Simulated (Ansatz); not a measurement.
# ErBRh: the cost of one run

Method: DFT PBE, scalar-relativistic, plane waves, PAW; 4f electrons in the core of a trivalent norm-conserving potential, in Ansatz 0.2.0.

2 further runs of the same task are left out: 1 that didn't finish, 1 set aside as unsound or not needed.

## Step 1: Starting point

Symmetry: Pmmm, No. 47, orthorhombic system. The conventional cell has a = 3.465 Å, b = 3.489 Å, c = 3.515 Å, α = 90.00°, β = 90.00°, γ = 90.00°. Er (site symmetry mmm) has 4 B at 2.46 Å in its first shell of neighbours. B (site symmetry mmm) is surrounded by 2 Rh at 1.76 Å and 4 Er at 2.46 Å. Rh (site symmetry mmm) has 2 B at 1.76 Å in its first shell of neighbours.

Structure file:

```xyz
3
Lattice="3.4649 0.0000 0.0000 0.0000 3.4887 0.0000 0.0000 0.0000 3.5154" Properties=species:S:1:pos:R:3 pbc="T T T"
Er    0.0000    0.0000    0.0000
B     1.7324    1.7443    0.0000
Rh    1.7324    1.7443    1.7577
```

The cell is invented: species swapped into a database cell of TbCoC (Pmmm, No. 47), with Er on the Tb sites, Rh on the Co sites and B on the C sites. The dimensions are guesses.

## Step 2: The guess as it stands, on a coarse mesh

File input.yaml:

```yaml
crystal:
  lattice:
    - [3.46486158, 0.0, 0.0]
    - [0.0, 3.48869413, 0.0]
    - [0.0, 0.0, 3.51540993]
  atoms:
    - { symbol: Er, position: [0.0, 0.0, 0.0] }
    - { symbol: B, position: [0.5, 0.5, 0.0] }
    - { symbol: Rh, position: [0.5, 0.5, 0.5] }
basis:
  ecutwfc: 770
kpoints:
  mp_grid: { grid: [6, 6, 6] }
hamiltonian:
  xc: pbe
  pseudopotentials:
    kind: paw
    azcp: { Er: "pseudopotentials/pbe/nc/lanthanide_3plus/Er.nc.azcp" }
scf:
  occupations: { method: gaussian, width: 0.1 }
  lower_state_search: "off"
output:
  forces: true
  stress: true
  eigenvalues: true
```

The run is started by

```bash
> ansatz run input.yaml --threads 1 --pin off --max-ram 2560MiB --backend cpu --events-out ev --progress --plain --runs-dir out
```

Q: Estimate wall time and peak memory on 1 thread of Intel Xeon at 2.50GHz (Skylake/Cascade Lake), shared host.

About 11 s, with a peak of 0.41 GiB.
